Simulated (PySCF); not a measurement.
# C2H8BFO: core binding energies at several levels of theory, part 2 of 2

PySCF 2.14.0. Atoms count from 0.

## (6) X-ray photoelectron lines: HF, X2C

Job settings and geometry (Å):

```
{"job": {"kind": "xps", "xc": "HF"}, "charge": 0, "multiplicity": 1}
C     -0.784456    -1.059434    -0.318862
O     -0.121346    -0.077838     0.471747
C     -0.770763     1.188841     0.475210
B      1.525854     0.006906     0.195118
F      1.598086     0.468236    -1.103982
H     -1.817767    -1.170075     0.039603
H     -0.773190    -0.765523    -1.379632
H     -0.230533    -1.994929    -0.187466
H     -1.797597     1.064575     0.848333
H     -0.196112     1.834433     1.147702
H     -0.775695     1.618562    -0.538271
H      1.856003    -1.159317     0.343379
H      1.873089     0.812720     1.044260
```

Level: delta-SCF UKS HF, pcX-2 on the ionised atom, pcseg-1 elsewhere, spin-free X2C.

Standard output:

```text
ground state, core basis on atom 0 (C), 141 functions
  cycle   1  E = -279.42120986  |g| = 5.93e-01
  cycle   2  E = -279.49943197  |g| = 2.89e-01
  cycle   3  E = -279.51418078  |g| = 6.05e-02
  cycle   4  E = -279.51516262  |g| = 1.53e-02
  cycle   5  E = -279.51522288  |g| = 2.73e-03
  cycle   6  E = -279.51522601  |g| = 8.59e-04
  cycle   7  E = -279.51522628  |g| = 3.62e-04
  E(ground) = -279.51522628 Eh
hole in C 1s of atom 0
  cycle   1  E = -268.19928113  |g| = 1.48e+00
  cycle   2  E = -268.55431170  |g| = 7.47e-01
  cycle   3  E = -268.73078922  |g| = 1.20e-01
  cycle   4  E = -268.73636992  |g| = 3.75e-02
  cycle   5  E = -268.73716999  |g| = 1.83e-02
  cycle   6  E = -268.73772131  |g| = 1.13e-02
  cycle   7  E = -268.73807269  |g| = 4.88e-03
  cycle   8  E = -268.73813568  |g| = 2.14e-03
  cycle   9  E = -268.73814484  |g| = 1.15e-03
  cycle  10  E = -268.73814750  |g| = 6.10e-04
  cycle  11  E = -268.73814838  |g| = 2.09e-04
  E(ion) = -268.73814838 Eh   <S^2> = 0.7947   hole on atom = 1.000   binding energy = 293.259 eV
ground state, core basis on atom 1 (O), 141 functions
  cycle   1  E = -279.54897576  |g| = 3.86e-02
  cycle   2  E = -279.54912365  |g| = 8.86e-03
  cycle   3  E = -279.54913522  |g| = 5.14e-03
  cycle   4  E = -279.54913958  |g| = 5.41e-04
  cycle   5  E = -279.54913971  |g| = 1.92e-04
  E(ground) = -279.54913971 Eh
hole in O 1s of atom 1
  cycle   1  E = -258.89318030  |g| = 2.21e+00
  cycle   2  E = -259.38783129  |g| = 1.21e+00
  cycle   3  E = -259.70984372  |g| = 1.18e-01
  cycle   4  E = -259.71394167  |g| = 2.54e-02
  cycle   5  E = -259.71432563  |g| = 1.44e-02
  cycle   6  E = -259.71451097  |g| = 6.14e-03
  cycle   7  E = -259.71455890  |g| = 1.92e-03
  cycle   8  E = -259.71456327  |g| = 5.52e-04
  cycle   9  E = -259.71456364  |g| = 1.62e-04
  E(ion) = -259.71456364 Eh   <S^2> = 0.7707   hole on atom = 1.000   binding energy = 539.726 eV
ground state, core basis on atom 3 (B), 141 functions
  cycle   1  E = -279.51346961  |g| = 5.17e-02
  cycle   2  E = -279.51378068  |g| = 3.09e-02
  cycle   3  E = -279.51394210  |g| = 3.40e-03
  cycle   4  E = -279.51394532  |g| = 6.84e-04
  cycle   5  E = -279.51394547  |g| = 2.82e-04
  E(ground) = -279.51394547 Eh
hole in B 1s of atom 3
  cycle   1  E = -271.90159800  |g| = 1.15e+00
  cycle   2  E = -272.21597557  |g| = 4.28e-01
  cycle   3  E = -272.28257527  |g| = 1.13e-01
  cycle   4  E = -272.28720994  |g| = 3.30e-02
  cycle   5  E = -272.28780028  |g| = 1.32e-02
  cycle   6  E = -272.28811476  |g| = 7.86e-03
  cycle   7  E = -272.28829204  |g| = 2.99e-03
  cycle   8  E = -272.28831579  |g| = 1.23e-03
  cycle   9  E = -272.28831867  |g| = 6.85e-04
  cycle  10  E = -272.28831953  |g| = 4.41e-04
  E(ion) = -272.28831953 Eh   <S^2> = 0.7815   hole on atom = 1.000   binding energy = 196.619 eV
ground state, core basis on atom 4 (F), 141 functions
  cycle   1  E = -279.56832497  |g| = 3.68e-02
  cycle   2  E = -279.56840823  |g| = 6.78e-03
  cycle   3  E = -279.56841473  |g| = 3.68e-03
  cycle   4  E = -279.56841665  |g| = 5.85e-04
  cycle   5  E = -279.56841681  |g| = 1.95e-04
  E(ground) = -279.56841681 Eh
hole in F 1s of atom 4
  cycle   1  E = -253.31583934  |g| = 2.56e+00
  cycle   2  E = -253.98929491  |g| = 1.14e+00
  cycle   3  E = -254.19551945  |g| = 7.83e-02
  cycle   4  E = -254.19695140  |g| = 1.82e-02
  cycle   5  E = -254.19711672  |g| = 1.01e-02
  cycle   6  E = -254.19717018  |g| = 3.20e-03
  cycle   7  E = -254.19717680  |g| = 5.70e-04
  cycle   8  E = -254.19717708  |g| = 1.99e-04
  E(ion) = -254.19717708 Eh   <S^2> = 0.7605   hole on atom = 1.000   binding energy = 690.387 eV
```

It took 12 s on 1 thread of Arm Neoverse V2, shared host; peak memory 0.55 GiB.

The holes in one table. −ε is the ground-state orbital energy:

```
     hole  stands for                     environment  ΔSCF (eV)  −ε (eV)   ⟨S²⟩
C1s on C0      C0, C2       methyl carbon bonded to O     293.26    307.9  0.795
O1s on O1          O1  donor oxygen of a Lewis adduct     539.73    562.1  0.771
B1s on B3          B3       boron bonded to F, O, 2 H     196.62    207.1  0.781
F1s on F4          F4            fluorine bonded to B     690.39    714.4  0.760
```

Each hole run stands for the others of its class of like atoms.

## (7) Core-electron binding energies: SCAN, X2C

Same as in step 6 but for these lines:

```diff
@@ -1,2 +1,2 @@
-{"job": {"kind": "xps", "xc": "HF"}, "charge": 0, "multiplicity": 1}
+{"job": {"kind": "xps", "basis": "pcX-1"}, "charge": 0, "multiplicity": 1}
 C     -0.784456    -1.059434    -0.318862
```

With the program's defaults for keys left out, this is: delta-SCF UKS SCAN, pcX-1 on the ionised atom, pcseg-1 elsewhere, spin-free X2C.

Standard output:

```text
ground state, core basis on atom 0 (C), 120 functions
  cycle   1  E = -280.92194894  |g| = 5.24e-01
  cycle   2  E = -280.85889468  |g| = 8.43e-01
  cycle   3  E = -280.97298892  |g| = 8.52e-02
  cycle   4  E = -280.97439223  |g| = 2.65e-02
  cycle   5  E = -280.97454206  |g| = 1.17e-02
  cycle   6  E = -280.97456593  |g| = 4.33e-03
  cycle   7  E = -280.97456988  |g| = 7.87e-04
  cycle   8  E = -280.97456929  |g| = 2.54e-04
  E(ground) = -280.97657738 Eh
hole in C 1s of atom 0
  cycle   1  E = -269.65685982  |g| = 1.49e+00
  cycle   2  E = -267.31857906  |g| = 2.37e+00
  cycle   3  E = -269.86082427  |g| = 9.13e-01
  cycle   4  E = -270.12850202  |g| = 4.24e-01
  cycle   5  E = -270.19289865  |g| = 1.38e-01
  cycle   6  E = -270.19951261  |g| = 3.67e-02
  cycle   7  E = -270.20012611  |g| = 1.22e-02
  cycle   8  E = -270.20017547  |g| = 6.05e-03
  cycle   9  E = -270.20019573  |g| = 1.71e-03
  cycle  10  E = -270.20019970  |g| = 7.71e-04
  cycle  11  E = -270.20020054  |g| = 2.40e-04
  E(ion) = -270.20118421 Eh   <S^2> = 0.7731   hole on atom = 1.000   binding energy = 293.213 eV
ground state, core basis on atom 1 (O), 120 functions
  cycle   1  E = -280.97757066  |g| = 4.14e-02
  cycle   2  E = -280.97737033  |g| = 4.58e-02
  cycle   3  E = -280.97790546  |g| = 4.04e-03
  cycle   4  E = -280.97790687  |g| = 2.43e-03
  cycle   5  E = -280.97790901  |g| = 4.39e-04
  E(ground) = -280.97780724 Eh
hole in O 1s of atom 1
  cycle   1  E = -260.29293396  |g| = 2.23e+00
  cycle   2  E = -259.62439218  |g| = 2.32e+00
  cycle   3  E = -261.02176585  |g| = 5.17e-01
  cycle   4  E = -261.07983105  |g| = 2.84e-01
  cycle   5  E = -261.10387368  |g| = 8.15e-02
  cycle   6  E = -261.10602237  |g| = 9.00e-03
  cycle   7  E = -261.10605124  |g| = 3.72e-03
  cycle   8  E = -261.10605812  |g| = 1.07e-03
  cycle   9  E = -261.10605868  |g| = 3.75e-04
  E(ion) = -261.10720222 Eh   <S^2> = 0.7623   hole on atom = 1.000   binding energy = 540.707 eV
ground state, core basis on atom 3 (B), 120 functions
  cycle   1  E = -280.97299567  |g| = 2.89e-02
  cycle   2  E = -280.97287714  |g| = 3.44e-02
  cycle   3  E = -280.97306142  |g| = 1.05e-02
  cycle   4  E = -280.97307969  |g| = 2.36e-03
  cycle   5  E = -280.97308058  |g| = 5.66e-04
  cycle   6  E = -280.97308106  |g| = 2.36e-04
  E(ground) = -280.97752206 Eh
hole in B 1s of atom 3
  cycle   1  E = -273.36600486  |g| = 1.16e+00
  cycle   2  E = -272.71126486  |g| = 1.54e+00
  cycle   3  E = -273.69779186  |g| = 3.74e-01
  cycle   4  E = -273.73757349  |g| = 2.33e-01
  cycle   5  E = -273.75584334  |g| = 3.69e-02
  cycle   6  E = -273.75629060  |g| = 1.58e-02
  cycle   7  E = -273.75637374  |g| = 7.89e-03
  cycle   8  E = -273.75639010  |g| = 4.96e-03
  cycle   9  E = -273.75640010  |g| = 8.10e-04
  cycle  10  E = -273.75640050  |g| = 3.20e-04
  E(ion) = -273.76237030 Eh   <S^2> = 0.7678   hole on atom = 1.000   binding energy = 196.334 eV
ground state, core basis on atom 4 (F), 120 functions
  cycle   1  E = -280.97187088  |g| = 3.60e-02
  cycle   2  E = -280.97188660  |g| = 1.23e-02
  cycle   3  E = -280.97190531  |g| = 8.08e-03
  cycle   4  E = -280.97191625  |g| = 2.25e-03
  cycle   5  E = -280.97191525  |g| = 2.55e-04
  E(ground) = -280.97671318 Eh
hole in F 1s of atom 4
  cycle   1  E = -254.68679388  |g| = 2.57e+00
  cycle   2  E = -254.72022695  |g| = 2.03e+00
  cycle   3  E = -255.53367475  |g| = 2.76e-01
  cycle   4  E = -255.54036111  |g| = 1.90e-01
  cycle   5  E = -255.55342421  |g| = 3.01e-02
  cycle   6  E = -255.55372406  |g| = 5.52e-03
  cycle   7  E = -255.55373721  |g| = 2.34e-03
  cycle   8  E = -255.55374002  |g| = 4.96e-04
  E(ion) = -255.56529507 Eh   <S^2> = 0.7559   hole on atom = 1.000   binding energy = 691.480 eV
```

Wall time 20 s (1 thread of Arm Neoverse V2, shared host); peak memory 0.55 GiB.

The holes in one table. −ε is the ground-state orbital energy:

```
     hole  stands for                     environment  ΔSCF (eV)  −ε (eV)   ⟨S²⟩
C1s on C0      C0, C2       methyl carbon bonded to O     293.21    275.6  0.773
O1s on O1          O1  donor oxygen of a Lewis adduct     540.71    518.8  0.762
B1s on B3          B3       boron bonded to F, O, 2 H     196.33    180.1  0.768
F1s on F4          F4            fluorine bonded to B     691.48    664.7  0.756
```

Each hole run stands for the others of its class of like atoms.

## (8) X-ray photoelectron lines: SCAN, X2C

Same as in step 7 but for these lines:

```diff
@@ -1,2 +1,2 @@
-{"job": {"kind": "xps", "basis": "pcX-1"}, "charge": 0, "multiplicity": 1}
+{"job": {"kind": "xps", "basis": "def2-TZVP"}, "charge": 0, "multiplicity": 1}
 C     -0.784456    -1.059434    -0.318862
```

With the program's defaults for keys left out, this is: delta-SCF UKS SCAN, def2-TZVP on the ionised atom, pcseg-1 elsewhere, spin-free X2C.

Standard output:

```text
ground state, core basis on atom 0 (C), 127 functions
  cycle   1  E = -280.94087969  |g| = 5.27e-01
  cycle   2  E = -280.87549066  |g| = 8.52e-01
  cycle   3  E = -280.99303540  |g| = 8.54e-02
  cycle   4  E = -280.99446902  |g| = 2.58e-02
  cycle   5  E = -280.99461531  |g| = 1.07e-02
  cycle   6  E = -280.99463485  |g| = 4.37e-03
  cycle   7  E = -280.99463736  |g| = 8.69e-04
  cycle   8  E = -280.99463730  |g| = 2.73e-04
  E(ground) = -280.99697647 Eh
hole in C 1s of atom 0
  cycle   1  E = -269.67673060  |g| = 1.46e+00
  cycle   2  E = -267.36748358  |g| = 2.22e+00
  cycle   3  E = -269.83386045  |g| = 9.49e-01
  cycle   4  E = -270.12675387  |g| = 4.36e-01
  cycle   5  E = -270.19962463  |g| = 1.43e-01
  cycle   6  E = -270.20670215  |g| = 4.44e-02
  cycle   7  E = -270.20755787  |g| = 1.53e-02
  cycle   8  E = -270.20763504  |g| = 5.72e-03
  cycle   9  E = -270.20765564  |g| = 1.86e-03
  cycle  10  E = -270.20766089  |g| = 8.89e-04
  cycle  11  E = -270.20766156  |g| = 2.00e-04
  E(ion) = -270.20867377 Eh   <S^2> = 0.7719   hole on atom = 1.000   binding energy = 293.565 eV
ground state, core basis on atom 1 (O), 127 functions
  cycle   1  E = -281.01993846  |g| = 4.41e-02
  cycle   2  E = -281.01916708  |g| = 7.83e-02
  cycle   3  E = -281.02029444  |g| = 7.17e-03
  cycle   4  E = -281.02030032  |g| = 2.38e-03
  cycle   5  E = -281.02030117  |g| = 6.55e-04
  cycle   6  E = -281.02030422  |g| = 2.17e-04
  E(ground) = -281.02074436 Eh
hole in O 1s of atom 1
  cycle   1  E = -260.33216893  |g| = 2.15e+00
  cycle   2  E = -259.68204447  |g| = 2.12e+00
  cycle   3  E = -261.01460831  |g| = 5.82e-01
  cycle   4  E = -261.10553984  |g| = 2.74e-01
  cycle   5  E = -261.12710827  |g| = 8.96e-02
  cycle   6  E = -261.12976549  |g| = 7.48e-03
  cycle   7  E = -261.12978820  |g| = 3.53e-03
  cycle   8  E = -261.12979437  |g| = 1.08e-03
  cycle   9  E = -261.12979566  |g| = 3.78e-04
  E(ion) = -261.13095089 Eh   <S^2> = 0.7620   hole on atom = 1.000   binding energy = 541.229 eV
ground state, core basis on atom 3 (B), 127 functions
  cycle   1  E = -280.99070734  |g| = 8.02e-02
  cycle   2  E = -280.98843827  |g| = 1.38e-01
  cycle   3  E = -280.99177650  |g| = 1.16e-02
  cycle   4  E = -280.99180579  |g| = 3.83e-03
  cycle   5  E = -280.99180640  |g| = 1.36e-03
  cycle   6  E = -280.99180516  |g| = 2.04e-04
  E(ground) = -280.99607401 Eh
hole in B 1s of atom 3
  cycle   1  E = -273.38232334  |g| = 1.14e+00
  cycle   2  E = -272.78642473  |g| = 1.42e+00
  cycle   3  E = -273.69298953  |g| = 4.03e-01
  cycle   4  E = -273.74514161  |g| = 2.20e-01
  cycle   5  E = -273.76203410  |g| = 3.48e-02
  cycle   6  E = -273.76243587  |g| = 1.50e-02
  cycle   7  E = -273.76252807  |g| = 5.31e-03
  cycle   8  E = -273.76253613  |g| = 3.55e-03
  cycle   9  E = -273.76254180  |g| = 8.08e-04
  cycle  10  E = -273.76254300  |g| = 3.00e-04
  E(ion) = -273.76884333 Eh   <S^2> = 0.7649   hole on atom = 1.000   binding energy = 196.663 eV
ground state, core basis on atom 4 (F), 127 functions
  cycle   1  E = -281.03109162  |g| = 6.36e-02
  cycle   2  E = -281.03020409  |g| = 9.79e-02
  cycle   3  E = -281.03146956  |g| = 1.09e-02
  cycle   4  E = -281.03148437  |g| = 4.51e-03
  cycle   5  E = -281.03148603  |g| = 5.83e-04
  cycle   6  E = -281.03148703  |g| = 8.20e-05
  E(ground) = -281.03645615 Eh
hole in F 1s of atom 4
  cycle   1  E = -254.73706848  |g| = 2.46e+00
  cycle   2  E = -254.80185461  |g| = 1.80e+00
  cycle   3  E = -255.56417296  |g| = 3.13e-01
  cycle   4  E = -255.57926027  |g| = 1.91e-01
  cycle   5  E = -255.59238693  |g| = 3.43e-02
  cycle   6  E = -255.59277892  |g| = 5.20e-03
  cycle   7  E = -255.59279128  |g| = 2.30e-03
  cycle   8  E = -255.59279237  |g| = 5.73e-04
  cycle   9  E = -255.59279345  |g| = 1.21e-04
  E(ion) = -255.60522799 Eh   <S^2> = 0.7557   hole on atom = 1.000   binding energy = 692.019 eV
```

Run time: 22 s. Hardware: 1 thread of Arm Neoverse V2, shared host; peak memory 0.43 GiB.

The holes in one table. −ε is the ground-state orbital energy:

```
     hole  stands for                     environment  ΔSCF (eV)  −ε (eV)   ⟨S²⟩
C1s on C0      C0, C2       methyl carbon bonded to O     293.56    275.6  0.772
O1s on O1          O1  donor oxygen of a Lewis adduct     541.23    518.9  0.762
B1s on B3          B3       boron bonded to F, O, 2 H     196.66    180.1  0.765
F1s on F4          F4            fluorine bonded to B     692.02    665.1  0.756
```

Each hole run stands for the others of its class of like atoms.

## (9) Core-electron binding energies: SCAN, non-relativistic

Same as in step 8 but for these lines:

```diff
@@ -1,2 +1,2 @@
-{"job": {"kind": "xps", "basis": "def2-TZVP"}, "charge": 0, "multiplicity": 1}
+{"job": {"kind": "xps", "x2c": false}, "charge": 0, "multiplicity": 1}
 C     -0.784456    -1.059434    -0.318862
```

With the program's defaults for keys left out, this is: delta-SCF UKS SCAN, pcX-2 on the ionised atom, pcseg-1 elsewhere, non-relativistic.

Standard output:

```text
ground state, core basis on atom 0 (C), 141 functions
  cycle   1  E = -280.77414185  |g| = 5.22e-01
  cycle   2  E = -280.71346092  |g| = 8.31e-01
  cycle   3  E = -280.82462188  |g| = 8.74e-02
  cycle   4  E = -280.82606476  |g| = 2.73e-02
  cycle   5  E = -280.82622749  |g| = 1.11e-02
  cycle   6  E = -280.82624885  |g| = 4.51e-03
  cycle   7  E = -280.82625353  |g| = 8.75e-04
  cycle   8  E = -280.82625350  |g| = 2.74e-04
  E(ground) = -280.82817082 Eh
hole in C 1s of atom 0
  cycle   1  E = -269.50969370  |g| = 1.49e+00
  cycle   2  E = -267.12875455  |g| = 2.40e+00
  cycle   3  E = -269.72773697  |g| = 8.97e-01
  cycle   4  E = -269.98446380  |g| = 4.28e-01
  cycle   5  E = -270.04883751  |g| = 1.40e-01
  cycle   6  E = -270.05544686  |g| = 3.70e-02
  cycle   7  E = -270.05605109  |g| = 1.37e-02
  cycle   8  E = -270.05610825  |g| = 7.61e-03
  cycle   9  E = -270.05613532  |g| = 1.99e-03
  cycle  10  E = -270.05614069  |g| = 9.19e-04
  cycle  11  E = -270.05614154  |g| = 2.49e-04
  E(ion) = -270.05705803 Eh   <S^2> = 0.7737   hole on atom = 1.000   binding energy = 293.097 eV
ground state, core basis on atom 1 (O), 141 functions
  cycle   1  E = -280.85362287  |g| = 6.16e-02
  cycle   2  E = -280.85302992  |g| = 6.94e-02
  cycle   3  E = -280.85380355  |g| = 2.58e-02
  cycle   4  E = -280.85390434  |g| = 5.93e-03
  cycle   5  E = -280.85391163  |g| = 8.11e-04
  cycle   6  E = -280.85391155  |g| = 2.96e-04
  E(ground) = -280.85401510 Eh
hole in O 1s of atom 1
  cycle   1  E = -260.18011040  |g| = 2.23e+00
  cycle   2  E = -259.48960023  |g| = 2.36e+00
  cycle   3  E = -260.91962591  |g| = 5.10e-01
  cycle   4  E = -260.97341293  |g| = 2.92e-01
  cycle   5  E = -260.99872139  |g| = 8.52e-02
  cycle   6  E = -261.00105682  |g| = 1.02e-02
  cycle   7  E = -261.00109781  |g| = 3.46e-03
  cycle   8  E = -261.00110255  |g| = 1.15e-03
  cycle   9  E = -261.00110383  |g| = 3.87e-04
  E(ion) = -261.00168109 Eh   <S^2> = 0.7627   hole on atom = 1.000   binding energy = 540.210 eV
ground state, core basis on atom 3 (B), 141 functions
  cycle   1  E = -280.82010632  |g| = 9.09e-02
  cycle   2  E = -280.81738850  |g| = 1.50e-01
  cycle   3  E = -280.82134566  |g| = 1.43e-02
  cycle   4  E = -280.82137833  |g| = 7.40e-03
  cycle   5  E = -280.82138695  |g| = 2.26e-03
  cycle   6  E = -280.82138900  |g| = 2.58e-04
  E(ground) = -280.82601304 Eh
hole in B 1s of atom 3
  cycle   1  E = -273.21281511  |g| = 1.16e+00
  cycle   2  E = -272.52164511  |g| = 1.58e+00
  cycle   3  E = -273.54795621  |g| = 3.73e-01
  cycle   4  E = -273.58618166  |g| = 2.40e-01
  cycle   5  E = -273.60548444  |g| = 3.81e-02
  cycle   6  E = -273.60596152  |g| = 1.58e-02
  cycle   7  E = -273.60604595  |g| = 7.84e-03
  cycle   8  E = -273.60606019  |g| = 5.21e-03
  cycle   9  E = -273.60607132  |g| = 8.85e-04
  cycle  10  E = -273.60607215  |g| = 3.54e-04
  E(ion) = -273.61191427 Eh   <S^2> = 0.7685   hole on atom = 1.000   binding energy = 196.306 eV
ground state, core basis on atom 4 (F), 141 functions
  cycle   1  E = -280.86402984  |g| = 6.71e-02
  cycle   2  E = -280.86356225  |g| = 7.30e-02
  cycle   3  E = -280.86417144  |g| = 2.49e-02
  cycle   4  E = -280.86424654  |g| = 3.89e-03
  cycle   5  E = -280.86424875  |g| = 7.45e-04
  cycle   6  E = -280.86424812  |g| = 1.62e-04
  E(ground) = -280.86952345 Eh
hole in F 1s of atom 4
  cycle   1  E = -254.59510163  |g| = 2.57e+00
  cycle   2  E = -254.63016904  |g| = 2.07e+00
  cycle   3  E = -255.45747254  |g| = 2.72e-01
  cycle   4  E = -255.46241293  |g| = 1.89e-01
  cycle   5  E = -255.47526695  |g| = 3.52e-02
  cycle   6  E = -255.47567657  |g| = 7.20e-03
  cycle   7  E = -255.47569716  |g| = 2.79e-03
  cycle   8  E = -255.47570169  |g| = 6.25e-04
  cycle   9  E = -255.47570072  |g| = 2.05e-04
  E(ion) = -255.48807731 Eh   <S^2> = 0.7563   hole on atom = 1.000   binding energy = 690.664 eV
```

It took 24 s on 1 thread of Arm Neoverse V2, shared host; peak memory 0.49 GiB.

Binding energies by hole, beside the orbital energy of the ground state; the difference holds orbital relaxation and, for a density functional, its self-interaction error:

```
     hole  stands for                     environment  ΔSCF (eV)  −ε (eV)   ⟨S²⟩
C1s on C0      C0, C2       methyl carbon bonded to O     293.10    275.6  0.774
O1s on O1          O1  donor oxygen of a Lewis adduct     540.21    518.6  0.763
B1s on B3          B3       boron bonded to F, O, 2 H     196.31    180.1  0.769
F1s on F4          F4            fluorine bonded to B     690.66    664.5  0.756
```

Each hole run stands for the others of its class of like atoms.

## (10) Summary of results

The summary covers parts 1 to 2.

```
                                          quantity         value
                  C1s binding energies, SCAN/pcX-2  C0 293.20 eV
                  O1s binding energies, SCAN/pcX-2  O1 540.59 eV
                  B1s binding energies, SCAN/pcX-2  B3 196.35 eV
                  F1s binding energies, SCAN/pcX-2  F4 691.31 eV
                 C1s binding energies, B3LYP/pcX-2  C0 293.29 eV
                 O1s binding energies, B3LYP/pcX-2  O1 540.33 eV
                 B1s binding energies, B3LYP/pcX-2  B3 196.70 eV
                 F1s binding energies, B3LYP/pcX-2  F4 691.00 eV
                  C1s binding energies, PBE0/pcX-2  C0 292.70 eV
                  O1s binding energies, PBE0/pcX-2  O1 539.93 eV
                  B1s binding energies, PBE0/pcX-2  B3 195.98 eV
                  F1s binding energies, PBE0/pcX-2  F4 690.37 eV
                   C1s binding energies, PBE/pcX-2  C0 292.23 eV
                   O1s binding energies, PBE/pcX-2  O1 539.67 eV
                   B1s binding energies, PBE/pcX-2  B3 195.51 eV
                   F1s binding energies, PBE/pcX-2  F4 690.17 eV
                    C1s binding energies, HF/pcX-2  C0 293.26 eV
                    O1s binding energies, HF/pcX-2  O1 539.73 eV
                    B1s binding energies, HF/pcX-2  B3 196.62 eV
                    F1s binding energies, HF/pcX-2  F4 690.39 eV
                  C1s binding energies, SCAN/pcX-1  C0 293.21 eV
                  O1s binding energies, SCAN/pcX-1  O1 540.71 eV
                  B1s binding energies, SCAN/pcX-1  B3 196.33 eV
                  F1s binding energies, SCAN/pcX-1  F4 691.48 eV
              C1s binding energies, SCAN/def2-TZVP  C0 293.56 eV
              O1s binding energies, SCAN/def2-TZVP  O1 541.23 eV
              B1s binding energies, SCAN/def2-TZVP  B3 196.66 eV
              F1s binding energies, SCAN/def2-TZVP  F4 692.02 eV
C1s binding energies, SCAN/pcX-2, non-relativistic  C0 293.10 eV
O1s binding energies, SCAN/pcX-2, non-relativistic  O1 540.21 eV
B1s binding energies, SCAN/pcX-2, non-relativistic  B3 196.31 eV
F1s binding energies, SCAN/pcX-2, non-relativistic  F4 690.66 eV
```

Single values in the summary come from the first run of each kind that ended normally (SCAN/pcX-2), which need not be the best level.
